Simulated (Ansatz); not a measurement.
# CaGe2N3: the cost of one run

Computed with Ansatz 0.2.0 (DFT PBE, scalar-relativistic, plane waves, PAW, unless a step names another level, unless a step's input says otherwise).

3 further runs of the same task are left out: 2 that didn't finish, 1 set aside as unsound or not needed. Runs told in other sessions of the task aren't counted.

**1. The system as given**

It takes space group Cmc2_1 (No. 36, orthorhombic). The conventional cell has a = 10.315 Å, b = 6.332 Å, c = 5.114 Å, α = 90.00°, β = 90.00°, γ = 90.00°. Ca (site symmetry m) has 5 N at 2.43 to 2.58 Å in its first shell of neighbours. Ge (site symmetry 1) has 4 N at 1.94 to 2.03 Å in its first shell of neighbours. N (site symmetry 1) has 3 Ge at 1.94 to 2.03 Å and 1 Ca at 2.45 Å in its first shell of neighbours. Around N (site symmetry m) lie 2 Ge at 1.94 Å and 3 Ca at 2.43 to 2.58 Å.

Structure file:

```
CELL_PARAMETERS angstrom
5.15746 -3.16609 0.00000
5.15746 3.16609 0.00000
0.00000 0.00000 5.11447
ATOMIC_POSITIONS crystal
Ca 0.82187 0.17813 0.52638
Ca 0.17813 0.82187 0.02638
Ge 0.50770 0.83128 0.50825
Ge 0.83128 0.50770 0.00825
Ge 0.49230 0.16872 0.00825
Ge 0.16872 0.49230 0.50825
N 0.83884 0.56425 0.63612
N 0.43575 0.16116 0.63612
N 0.20625 0.79375 0.52888
N 0.56425 0.83884 0.13612
N 0.16116 0.43575 0.13612
N 0.79375 0.20625 0.02888
```

It came out lowest among 33 distinct ends of the trial cells. At a tolerance of 0.05 Å it has space group Cmc2_1 (No. 36).

**2. Relaxing to 0.001 eV/Å, on the response runs' mesh and smearing**

Input file input.yaml:

```yaml
crystal:
  lattice:
    - [5.157458645, -3.166090103, 0.0]
    - [5.157458645, 3.166090103, 0.0]
    - [0.0, 0.0, 5.1144748304]
  atoms:
    - { symbol: Ca, position: [0.8218710225, 0.1781289775, 0.5263773588] }
    - { symbol: Ca, position: [0.1781289775, 0.8218710225, 0.0263773588] }
    - { symbol: Ge, position: [0.507702076, 0.8312813523, 0.5082545913] }
    - { symbol: Ge, position: [0.8312813523, 0.507702076, 0.0082545913] }
    - { symbol: Ge, position: [0.492297924, 0.1687186477, 0.0082545913] }
    - { symbol: Ge, position: [0.1687186477, 0.492297924, 0.5082545913] }
    - { symbol: "N", position: [0.8388445982, 0.5642503431, 0.6361184341] }
    - { symbol: "N", position: [0.4357496569, 0.1611554018, 0.6361184341] }
    - { symbol: "N", position: [0.2062457205, 0.7937542795, 0.5288765904] }
    - { symbol: "N", position: [0.5642503431, 0.8388445982, 0.1361184341] }
    - { symbol: "N", position: [0.1611554018, 0.4357496569, 0.1361184341] }
    - { symbol: "N", position: [0.7937542795, 0.2062457205, 0.0288765904] }
basis:
  ecutwfc: 420
kpoints:
  mp_grid: { grid: [6, 6, 6] }
hamiltonian:
  xc: pbe
scf:
  occupations: { method: gaussian, width: 0.1 }
output:
  forces: true
  stress: true
  eigenvalues: true
relax:
  adjacent_minimum: "off"
  f_tol: 0.001
  max_steps: 60
  cell: { stress_tol: 0.01 }
```

On the command line:

```sh
$ ansatz run input.yaml --threads 3 --pin off --max-ram 7680MiB --backend cpu --events-out ev --progress --plain --runs-dir out
```

**Question.** How long does this run take on 3 threads of Intel Xeon Platinum 8488C (Sapphire Rapids), shared host, and how much memory does it need?

About 87 s, with a peak of 0.85 GiB.
